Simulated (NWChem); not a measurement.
# One shape, several levels: BGeSiH4F (SMILES F[SiH]1[BH][GeH2]1)

Wanted: a comparison of 4 runs (HF/STO-3G, HF/3-21G, B3LYP/6-31G*) of BGeSiH4F. 

Program for the calculation: NWChem 7.3.0.

**1. The system as given**

BGeSiH4F has 8 atoms, charge 0, and is taken as a singlet. SMILES: `F[SiH]1[BH][GeH2]1`. Geometry: relaxed at PBE0-D4/def2-TZVP.

Bond lengths: F1–Si2 1.593 Å, Si2–B3 1.853 Å, B3–Ge4 1.921 Å, Si2–H5 1.480 Å, B3–H6 1.187 Å, Ge4–H7 1.537 Å, Ge4–H8 1.538 Å. Angles: F1–Si2–B3 128.9°, Si2–B3–Ge4 100.3°, F1–Si2–H5 105.5°, B3–Si2–H5 125.6°, Si2–B3–H6 133.1°, Ge4–B3–H6 126.6°, B3–Ge4–H7 123.7°, B3–Ge4–H8 127.8°, H7–Ge4–H8 108.5°. A long bond or contact: Si2–Ge4 2.898 Å.

**2. Energy and forces at HF/STO-3G (run 1)**

Input file run.py:

```python
from ase import Atoms
from ase.calculators.nwchem import NWChem

system = Atoms('FSiBGeHHHH', positions=[
    [-2.802200, -0.097000, 1.042600],
    [-1.254200, -0.152100, 0.669600],
    [-0.400100, 0.469700, -0.853200],
    [1.417000, -0.002300, -0.444500],
    [-0.596000, -0.820500, 1.814600],
    [-0.786100, 1.014100, -1.834400],
    [1.843400, -0.708900, 0.852500],
    [2.670300, 0.239800, -1.303100],
])

calc = NWChem(
    label='m1',
    theory='scf',
    memory='2200 mb',
    basis='STO-3G',
    basispar='spherical bse',
    scf={'nopen': '0', 'rhf': None, 'thresh': '1e-08', 'maxiter': '80', 'print': 'low'},
)
system.calc = calc

forces = system.get_forces()
print(f"energy = {system.get_potential_energy():.6f} eV")
print("forces (eV/A):")
for s, f in zip(system.symbols, forces):
    print(f"{s:2s} {f[0]:10.5f} {f[1]:10.5f} {f[2]:10.5f}")
```

Run with:

```bash
$ export ASE_NWCHEM_COMMAND="nwchem PREFIX.nwi > PREFIX.nwo"
$ python run.py
```

Log:

```text
energy = -66994.315959 eV
forces (eV/A):
F    -0.60714    0.00561    0.18137
Si    1.39266    0.00956   -0.46331
B     2.89254   -1.02165    1.20132
Ge   -0.90703    0.36505   -0.46054
H    -0.63460    0.65867   -1.13072
H     0.13390   -0.64987    1.27429
H    -0.58919    1.00026   -1.84148
H    -1.68114   -0.36762    1.23907
```

The calculator wrote m1.nwi:

```
title "m1"

permanent_dir m1

scratch_dir m1

start m1

geometry units angstrom nocenter noautosym noautoz
  F  -2.8022000000000000e+00 -9.7000000000000003e-02 1.0426000000000000e+00
  Si -1.2542000000000000e+00 -1.5210000000000001e-01 6.6959999999999997e-01
  B  -4.0010000000000001e-01 4.6970000000000001e-01 -8.5319999999999996e-01
  Ge 1.4170000000000000e+00 -2.3000000000000000e-03 -4.4450000000000001e-01
  H  -5.9599999999999997e-01 -8.2050000000000001e-01 1.8146000000000000e+00
  H  -7.8610000000000002e-01 1.0141000000000000e+00 -1.8344000000000000e+00
  H  1.8433999999999999e+00 -7.0889999999999997e-01 8.5250000000000004e-01
  H  2.6703000000000001e+00 2.3980000000000001e-01 -1.3030999999999999e+00
end

memory 2200 mb

basis spherical bse noprint
   * library STO-3G
end

scf
  nopen 0
  rhf
  thresh 1e-08
  maxiter 80
  print low
end

task scf gradient
```

m1.nwo:

```text
Northwest Computational Chemistry Package (NWChem) 7.3.0
             --------------------------------------------------------

           Job information
           ---------------

    nwchem branch   = 7.3.0
    use scalapack   = T
    input           = m1.nwi
    prefix          = m1.
    data base       = m1/m1.db
    status          = startup
    nproc           =        1

           Memory information
           ------------------

    heap     =     72089594 doubles =      550.0 Mbytes
    stack    =     72089599 doubles =      550.0 Mbytes
    global   =    144179200 doubles =     1100.0 Mbytes (distinct from heap & stack)
    total    =    288358393 doubles =     2200.0 Mbytes
    verify   = yes
    hardfail = no

[... 39 lines left out ...]
            Nuclear Dipole moment (a.u.)
[... 70 lines left out ...]
       Final RHF  results
       ------------------

         Total SCF energy =  -2461.995721170866
      One-electron energy =  -4024.624802577599
      Two-electron energy =   1277.229794086404
 Nuclear repulsion energy =    285.399287320329

        Time for solution =      3.3s

                              NWChem Gradients Module
                              -----------------------

                         RHF ENERGY GRADIENTS

    atom               coordinates                        gradient
                 x          y          z           x          y          z
   1 F      -5.295390  -0.183303   1.970228    0.011807  -0.000109  -0.003527
   2 Si     -2.370094  -0.287427   1.265361   -0.027083  -0.000186   0.009010
   3 B      -0.756079   0.887604  -1.612314   -0.056251   0.019868  -0.023362
[... 4 lines of this table left out ...]
   8 H       5.046135   0.453156  -2.462502    0.032693   0.007149  -0.024096

 Task  times  cpu:        4.9s     wall:        4.9s
 Total times  cpu:        5.0s     wall:        5.0s
```

Wall time 6 s (1 thread of Intel Xeon Platinum 8559C (Emerald Rapids), shared host); peak memory 0.1 GiB.

**3. Energy and forces at HF/3-21G (run 2)**

Input file bfgeh4si.nw:

```
start bfgeh4si
title "BFGeH4Si hf"
memory 2200 mb
charge 0

geometry units angstrom noautosym nocenter noautoz
  F    -2.802200   -0.097000    1.042600
  Si   -1.254200   -0.152100    0.669600
  B    -0.400100    0.469700   -0.853200
  Ge    1.417000   -0.002300   -0.444500
  H    -0.596000   -0.820500    1.814600
  H    -0.786100    1.014100   -1.834400
  H     1.843400   -0.708900    0.852500
  H     2.670300    0.239800   -1.303100
end

basis "ao basis" spherical bse
  * library 3-21G
end

scf
  singlet
  rhf
  thresh 1e-08
  maxiter 80
  print low
end

task scf gradient
```

Run with:

```bash
$ nwchem bfgeh4si.nw > bfgeh4si.out
```

Log:

```text
[...]
  functions       =    61
[...]
  wavefunction    = RHF
[...]
         Total SCF energy =  -2478.471487831402
      One-electron energy =  -4025.505359066686
      Two-electron energy =   1261.634583914955
 Nuclear repulsion energy =    285.399287320330
        Time for solution =      4.0s
[...]
                         RHF ENERGY GRADIENTS
    atom               coordinates                        gradient
                 x          y          z           x          y          z
   1 F      -5.295390  -0.183303   1.970228    0.030187  -0.000647  -0.008152
   2 Si     -2.370094  -0.287427   1.265361   -0.013474   0.001740   0.000922
   3 B      -0.756079   0.887604  -1.612314   -0.004080  -0.000493   0.002213
   4 Ge      2.677742  -0.004346  -0.839983   -0.014657  -0.002218   0.008917
   5 H      -1.126277  -1.550520   3.429097    0.001084  -0.000940   0.001523
   6 H      -1.485514   1.916371  -3.466513   -0.000414   0.002575  -0.005076
   7 H       3.483521  -1.339627   1.610991    0.000784  -0.000403   0.000602
   8 H       5.046135   0.453156  -2.462502    0.000571   0.000387  -0.000949
 Task  times  cpu:        6.0s     wall:        6.0s
 Total times  cpu:        6.0s     wall:        6.0s
```

Run time: 6.6 s. Hardware: 1 thread of Intel Xeon Platinum 8559C (Emerald Rapids), shared host; peak memory 0.098 GiB.

**4. Energy and forces at B3LYP/6-31G(d) (Cartesian functions) (run 3)**

Input file a.xyz:

```xyz
8
BFGeH4Si gradient
F     -2.802200    -0.097000     1.042600
Si    -1.254200    -0.152100     0.669600
B     -0.400100     0.469700    -0.853200
Ge     1.417000    -0.002300    -0.444500
H     -0.596000    -0.820500     1.814600
H     -0.786100     1.014100    -1.834400
H      1.843400    -0.708900     0.852500
H      2.670300     0.239800    -1.303100
```

Input file run.py:

```python
from ase.io import read
from ase.calculators.nwchem import NWChem

atoms = read('a.xyz')

calc = NWChem(
    label='a',
    theory='dft',
    memory='2200 mb',
    basis='6-31G*',
    dft={'xc': 'b3lyp', 'mult': '1', 'grid': 'fine', 'convergence': 'energy 1e-08', 'iterations': '100', 'mulliken': None, 'print': 'low'},
)
atoms.calc = calc

forces = atoms.get_forces()
print("Total energy (eV):", round(atoms.get_potential_energy(), 6))
print("forces (eV/A):")
for s, f in zip(atoms.symbols, forces):
    print(f"{s:2s} {f[0]:10.5f} {f[1]:10.5f} {f[2]:10.5f}")
```

Run with:

```bash
$ export ASE_NWCHEM_COMMAND="nwchem PREFIX.nwi > PREFIX.nwo"
$ python run.py
```

Log:

```text
Total energy (eV): -67847.471679
forces (eV/A):
F    -0.68571    0.03471    0.14480
Si    0.36186   -0.06119    0.00622
B    -0.01172    0.06891   -0.13807
Ge    0.09750    0.02355   -0.07703
H     0.04659   -0.01687    0.02113
H    -0.00596   -0.00776    0.01903
H     0.07081   -0.06104    0.10135
H     0.12655    0.01969   -0.07744
```

The calculator wrote a.nwi:

```
title "a"

permanent_dir a

scratch_dir a

start a

geometry units angstrom nocenter noautosym noautoz
  F  -2.8022000000000000e+00 -9.7000000000000003e-02 1.0426000000000000e+00
  Si -1.2542000000000000e+00 -1.5210000000000001e-01 6.6959999999999997e-01
  B  -4.0010000000000001e-01 4.6970000000000001e-01 -8.5319999999999996e-01
  Ge 1.4170000000000000e+00 -2.3000000000000000e-03 -4.4450000000000001e-01
  H  -5.9599999999999997e-01 -8.2050000000000001e-01 1.8146000000000000e+00
  H  -7.8610000000000002e-01 1.0141000000000000e+00 -1.8344000000000000e+00
  H  1.8433999999999999e+00 -7.0889999999999997e-01 8.5250000000000004e-01
  H  2.6703000000000001e+00 2.3980000000000001e-01 -1.3030999999999999e+00
end

memory 2200 mb

basis noprint
   * library 6-31G*
end

dft
  xc b3lyp
  mult 1
  grid fine
  convergence energy 1e-08
  iterations 100
  mulliken
  print low
end

task dft gradient
```

a.nwo:

```text
Northwest Computational Chemistry Package (NWChem) 7.3.0
             --------------------------------------------------------

           Job information
           ---------------

    nwchem branch   = 7.3.0
    use scalapack   = T
    input           = a.nwi
    prefix          = a.
    data base       = a/a.db
    status          = startup
    nproc           =        1

           Memory information
           ------------------

    heap     =     72089594 doubles =      550.0 Mbytes
    stack    =     72089599 doubles =      550.0 Mbytes
    global   =    144179200 doubles =     1100.0 Mbytes (distinct from heap & stack)
    total    =    288358393 doubles =     2200.0 Mbytes
    verify   = yes
    hardfail = no

[... 39 lines left out ...]
            Nuclear Dipole moment (a.u.)
[... 74 lines left out ...]
   convergence    iter        energy       DeltaE   RMS-Dens  Diis-err    time
[... 14 lines left out ...]
         Total DFT energy =    -2493.348615856589
      One electron energy =    -4038.313616564557
           Coulomb energy =     1375.559988661502
    Exchange-Corr. energy =     -115.994275273864
 Nuclear repulsion energy =      285.399287320329
[... 21 lines left out ...]
    Atom       Charge   Shell Charges
 -----------   ------   -------------------------------------------------------
    1 F    9     9.30   1.98  0.86  3.19  0.52  2.25  0.51
    2 Si  14    13.37   2.00  1.97  5.88  0.41  1.40  0.27  0.73  0.72
    3 B    5     5.55   1.98  0.29  1.36  0.31  1.21  0.41
[... 4 lines of this table left out ...]
    8 H    1     0.94   0.46  0.48

                         DFT ENERGY GRADIENTS

    atom               coordinates                        gradient
                 x          y          z           x          y          z
   1 F      -5.295390  -0.183303   1.970228    0.013335  -0.000675  -0.002816
   2 Si     -2.370094  -0.287427   1.265361   -0.007037   0.001190  -0.000121
   3 B      -0.756079   0.887604  -1.612314    0.000228  -0.001340   0.002685
[... 4 lines of this table left out ...]
   8 H       5.046135   0.453156  -2.462502   -0.002461  -0.000383   0.001506

 Task  times  cpu:       37.4s     wall:       37.4s
 Total times  cpu:       37.4s     wall:       37.4s
```

It took 38 s on 1 thread of Intel Xeon Platinum 8559C (Emerald Rapids), shared host; peak memory 0.12 GiB.

**5. Energy and forces at B3LYP/6-31G(d) (spherical functions) (run 4)**

Input file struct.nw:

```
start struct
memory total 2200 mb

geometry noautosym nocenter noautoz
   F       -2.802200      -0.097000       1.042600
   Si      -1.254200      -0.152100       0.669600
   B       -0.400100       0.469700      -0.853200
   Ge       1.417000      -0.002300      -0.444500
   H       -0.596000      -0.820500       1.814600
   H       -0.786100       1.014100      -1.834400
   H        1.843400      -0.708900       0.852500
   H        2.670300       0.239800      -1.303100
end

basis spherical bse
   F library 6-31G*
   Si library 6-31G*
   B library 6-31G*
   Ge library 6-31G*
   H library 6-31G*
end

dft
   xc b3lyp
   grid xfine
   convergence energy 1e-08
   maxiter 100
   mulliken
   print medium
end

task dft gradient
```

Run with:

```bash
$ nwchem struct.nw > struct.out
```

Log:

```text
[...]
          Wavefunction type:  closed shell.
          No. of atoms     :     8
          No. of electrons :    64
[...]
          Charge           :     0
          Spin multiplicity:     1
[...]
          AO basis - number of functions:    86
[...]
              XC Information
              --------------
                         B3LYP Method XC Potential
                     Hartree-Fock (Exact) Exchange  0.200
                        Slater Exchange Functional  0.800 local
                    Becke 1988 Exchange Functional  0.720 non-local
              Lee-Yang-Parr Correlation Functional  0.810
                  VWN I RPA Correlation Functional  0.190 local
[...]
 d= 0,ls=0.0,diis     1  -2493.2709158402 -2.78D+03  1.45D-02  5.09D-01     4.0
[...]
 d= 0,ls=0.0,diis    11  -2493.3398998960 -1.62D-09  4.09D-07  1.06D-09    36.2
         Total DFT energy =    -2493.339899896023
      One electron energy =    -4038.370175702401
           Coulomb energy =     1375.670955690918
    Exchange-Corr. energy =     -116.039967204870
 Nuclear repulsion energy =      285.399287320330
[...]
      Total Density - Mulliken Population Analysis
     ---------------------------------------------
    Atom       Charge   Shell Charges
 -----------   ------   -------------------------------------------------------
    1 F    9     9.36   2.00  0.93  3.32  1.02  2.08  0.01
    2 Si  14    13.46   2.00  2.00  5.96  1.02  1.60  0.27  0.40  0.21
    3 B    5     5.04   2.00  0.56  1.52  0.38  0.57  0.02
    4 Ge  32    32.22   2.00  2.00  6.00  2.00  5.99  1.37  2.15  0.12  0.49  6.84  2.94  0.33
    5 H    1     1.06   0.51  0.55
    6 H    1     0.97   0.51  0.47
    7 H    1     0.95   0.48  0.47
    8 H    1     0.94   0.48  0.45
[...]
  wavefunction    = closed shell
                         DFT ENERGY GRADIENTS
    atom               coordinates                        gradient
                 x          y          z           x          y          z
   1 F      -5.295390  -0.183303   1.970228    0.014474  -0.000708  -0.003103
   2 Si     -2.370094  -0.287427   1.265361   -0.008262   0.001343  -0.000053
   3 B      -0.756079   0.887604  -1.612314    0.000601  -0.001596   0.003094
   4 Ge      2.677742  -0.004346  -0.839983   -0.001591  -0.000489   0.001472
   5 H      -1.126277  -1.550520   3.429097   -0.000877   0.000318  -0.000398
   6 H      -1.485514   1.916371  -3.466513    0.000138   0.000160  -0.000395
   7 H       3.483521  -1.339627   1.610991   -0.001520   0.001408  -0.002374
   8 H       5.046135   0.453156  -2.462502   -0.002963  -0.000434   0.001757
[...]
```

It took 53 s on 1 thread of Intel Xeon Platinum 8559C (Emerald Rapids), shared host; peak memory 0.14 GiB.

**6. The series**

```tsv
run	level	Cartesian functions	iteration cap	energy (Eh)	largest force (eV/Å)	wall time
1	HF/STO-3G	no	80	-2461.995721	3.295	6 s
2	HF/3-21G	no	80	-2478.471488	1.608	6.6 s
3	B3LYP/6-31G* (Cartesian functions)	yes	100	-2493.348616	0.702	38 s
4	B3LYP/6-31G* (spherical functions)	no	100	-2493.339900	0.762	53 s
```

**7. Outcome**

```
                       quantity           value
            run 4: total energy  -2493.33990 Eh
           run 4: dipole moment          1.47 D
             run 4: HOMO energy        -6.14 eV
             run 4: LUMO energy        -2.56 eV
           run 4: HOMO–LUMO gap         3.58 eV
run 4: largest force on an atom      0.762 eV/Å
```

In words: In run 1 the basis is minimal, so the values are rough. All runs together took 1.7 min, the longest 53 s.
